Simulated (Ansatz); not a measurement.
# BCCD(T)/Sapporo-DZP (sfX2C, density fitting with def2-universal-jkfit) run of AlH3S2O (SMILES [OH][Al]([SH])[SH])

What is the vertical ionisation energy of AlH3S2O at BCCD(T)/Sapporo-DZP (sfX2C, density fitting with def2-universal-jkfit)? 

The calculation is run with Ansatz 0.2.0.

3 further runs of the same task are left out: 1 for a known fault of the program, 1 that didn't finish, 1 set aside as unsound or not needed.

**1. The structure to begin with**

AlH3S2O has 7 atoms, charge 0, and is taken as a singlet. As SMILES, `[OH][Al]([SH])[SH]`. Geometry: relaxed at PBE0-D4/def2-TZVP. This is one conformer, not always the lowest.

Bond lengths: O1–Al2 1.685 Å, Al2–S3 2.173 Å, Al2–S4 2.182 Å, O1–H5 0.955 Å, S3–H6 1.344 Å, S4–H7 1.343 Å. Angles: O1–Al2–S3 115.7°, O1–Al2–S4 120.2°, S3–Al2–S4 124.1°, Al2–O1–H5 125.4°, Al2–S3–H6 93.2°, Al2–S4–H7 93.9°.

**2. A single-point energy at BCCD(T)/Sapporo-DZP (sfX2C, density fitting with def2-universal-jkfit)**

Input file run.yaml:

```yaml
crystal:
  periodic: [false, false, false]
  atoms:
    - symbol: O
      position_ang: [-1.985100, 0.181200, 0.466200]
    - symbol: Al
      position_ang: [-0.338900, 0.027200, 0.141900]
    - symbol: S
      position_ang: [0.965600, 0.014800, 1.879700]
    - symbol: S
      position_ang: [0.363100, -0.144100, -1.916700]
    - symbol: H
      position_ang: [-2.678100, 0.202700, -0.190400]
    - symbol: H
      position_ang: [2.078300, -0.118200, 1.138300]
    - symbol: H
      position_ang: [1.656500, -0.231700, -1.564700]
basis:
  gaussian:
    orbitals: Sapporo-DZP.json
    fitting:
      mean_field: def2-universal-jkfit
hamiltonian:
  pseudopotentials:
    relativity: scalar
correlation:
  method: bccd_t
  electrons: outside_noble_gas
output:
  orbitals: {seedname: orbitals}
```

The basis set Sapporo-DZP is read from a file made from the Basis Set Exchange's data (not shown).

The run is started by

```
$ ansatz run run.yaml --threads 1 --pin off --max-ram 2610MiB --events-out events.jsonl --progress --plain --runs-dir runs
```

Standard output:

```text
Warning: RAYON_NUM_THREADS=1 ignored (pool sized by the plan → 1); use --threads N
Functional definition: HF
  name "HF"
  exchange = exact_x
  correlation = 0
515 factors; integrals over basis functions are off by at most 1.5e-1 eV
mean field evaluation 1: about -30365.7701 eV, gradient 3.8e1 eV
mean field evaluation 2: about -30367.9574 eV, gradient 2.5e1 eV
mean field evaluation 4: about -30369.0816 eV, gradient 8.3e-1 eV
mean field evaluation 8: about -30365.7712 eV, gradient 3.8e1 eV
mean field -30369.08661188 eV, -1116.0433480804 hartree, gradient 2.6e-6 eV, S^2 0.000000; 0 other end points of the search recorded, 0 dependent functions left out
16 core orbitals not correlated: weight in the atoms' cores, before any rotation towards them, 1.000 or more for the frozen orbitals, at most 0.000 for the correlated occupied ones
reference -30369.08661188 eV, -1116.0433480804 hartree; 12, 12 occupied and 55, 55 virtual orbitals, 515 factors
second order -14.27861264 eV of doubles, -0.00000000 eV of singles
cycle   1  -14.99035844 eV  change   -7.1e-1 eV  update   9.0e-2
cycle   2  -15.31017248 eV  change   -3.2e-1 eV  update   2.9e-2
cycle   3  -15.39363856 eV  change   -8.3e-2 eV  update   1.6e-2
cycle   4  -15.39032577 eV  change    3.3e-3 eV  update   3.5e-3
cycle   5  -15.38746956 eV  change    2.9e-3 eV  update   1.2e-3
cycle   6  -15.38686016 eV  change    6.1e-4 eV  update   3.9e-4
cycle   7  -15.38658469 eV  change    2.8e-4 eV  update   1.2e-4
cycle   8  -15.38656597 eV  change    1.9e-5 eV  update   3.6e-5
cycle   9  -15.38656972 eV  change   -3.7e-6 eV  update   1.3e-5
perturbative correction -0.43575303 eV, -0.0160136283 hartree
Total energy: -30384.90893462 eV, -1116.6248077165 hartree
Relativity: scalar
```

It took 4.5 s on 1 thread of Intel Xeon Platinum 8259CL at 2.50GHz (Skylake/Cascade Lake), shared host; peak memory 0.24 GiB.

**3. The doublet cation at the same level**

Changes to run.yaml since step 2:

```diff
@@ -22,2 +22,6 @@
       mean_field: def2-universal-jkfit
+total_charge: 1
+magnetization:
+  spin_polarized: true
+  initial_magnetization: 1
 hamiltonian:
```

The basis set Sapporo-DZP is read from a file made from the Basis Set Exchange's data (not shown).

The run is started by

```
$ ansatz run run.yaml --threads 1 --pin off --max-ram 2610MiB --events-out events.jsonl --progress --plain --runs-dir runs
```

Standard output, shortened:

```text
Warning: RAYON_NUM_THREADS=1 ignored (pool sized by the plan → 1); use --threads N
[... 2 set-up lines as earlier in the session ...]
[...]
515 factors; integrals over basis functions are off by at most 1.5e-1 eV
[...]
mean field -30359.97983004 eV, -1115.7086800204 hartree, gradient 2.8e-6 eV, S^2 0.762484; 15 other end points of the search recorded, 0 dependent functions left out
determinant -30359.97983004 eV, -1115.7086800204 hartree, with singles and doubles -30374.67020980 eV, -1116.2485415191 hartree
determinant -30359.88146979 eV, -1115.7050653482 hartree, with singles and doubles -30374.62138134 eV, -1116.2467471063 hartree
determinant -30359.56286575 eV, -1115.6933568657 hartree, with singles and doubles -30374.69582151 eV, -1116.2494827323 hartree
determinant -30358.80774785 eV, -1115.6656067944 hartree, with singles and doubles -30374.14375952 eV, -1116.2291948282 hartree
[...]
determinant -30359.97983004 eV, -1115.7086800204 hartree, with singles and doubles -30374.70270200 eV, -1116.2497355855 hartree
determinant -30359.88146979 eV, -1115.7050653482 hartree, with singles and doubles -30374.67044402 eV, -1116.2485501266 hartree
determinant -30359.56286575 eV, -1115.6933568657 hartree, with singles and doubles -30374.69768162 eV, -1116.2495510901 hartree
16 core orbitals not correlated: weight in the atoms' cores, before any rotation towards them, 1.000 or more for the frozen orbitals, at most 0.000 for the correlated occupied ones
reference -30359.97983004 eV, -1115.7086800204 hartree; 12, 11 occupied and 55, 56 virtual orbitals, 515 factors
second order -13.41955415 eV of doubles, -0.00000000 eV of singles
cycle   1  -14.68229841 eV  change    4.1e-2 eV  update   4.1e-2
[...]
cycle  19  -14.68415981 eV  change   -2.7e-5 eV  update   1.9e-5
perturbative correction -0.51999020 eV, -0.0191092875 hartree
Total energy: -30375.18398005 eV, -1116.2674222278 hartree
Relativity: scalar
```

Wall time 1.9 min (1 thread of Intel Xeon Platinum 8259CL at 2.50GHz (Skylake/Cascade Lake), shared host); peak memory 0.45 GiB.

**4. Summary of results**

Level: BCCD(T)/Sapporo-DZP (sfX2C, density fitting with def2-universal-jkfit), 16 core orbitals frozen.

```
                                                                  quantity           value
                                             singlet AlH3S2O: total energy  -1116.62481 Eh
                      singlet AlH3S2O: HOMO energy (Hartree–Fock orbitals)       -10.41 eV
                      singlet AlH3S2O: LUMO energy (Hartree–Fock orbitals)         2.47 eV
                    singlet AlH3S2O: HOMO–LUMO gap (Hartree–Fock orbitals)        12.88 eV
             singlet AlH3S2O: correlation energy (16 core orbitals frozen)      -581.5 mEh
                                           singlet AlH3S2O: (T) correction      -16.01 mEh
                                              doublet cation: total energy  -1116.26742 Eh
doublet cation: HOMO energy (Hartree–Fock orbitals) (highest over α and β)       -14.95 eV
 doublet cation: LUMO energy (Hartree–Fock orbitals) (lowest over α and β)        -7.87 eV
              doublet cation: correlation energy (16 core orbitals frozen)      -558.7 mEh
                                            doublet cation: (T) correction      -19.11 mEh
                         doublet cation: ⟨S²⟩ of the reference determinant           0.762
                        vertical ionisation energy (to the doublet cation)        9.725 eV
```

In words: The vertical ionisation energy comes to 9.72 eV (938 kJ/mol). The triples (singlet AlH3S2O) make up 2.8 % of the correlation energy. The triples (doublet cation) make up 3.4 % of the correlation energy.
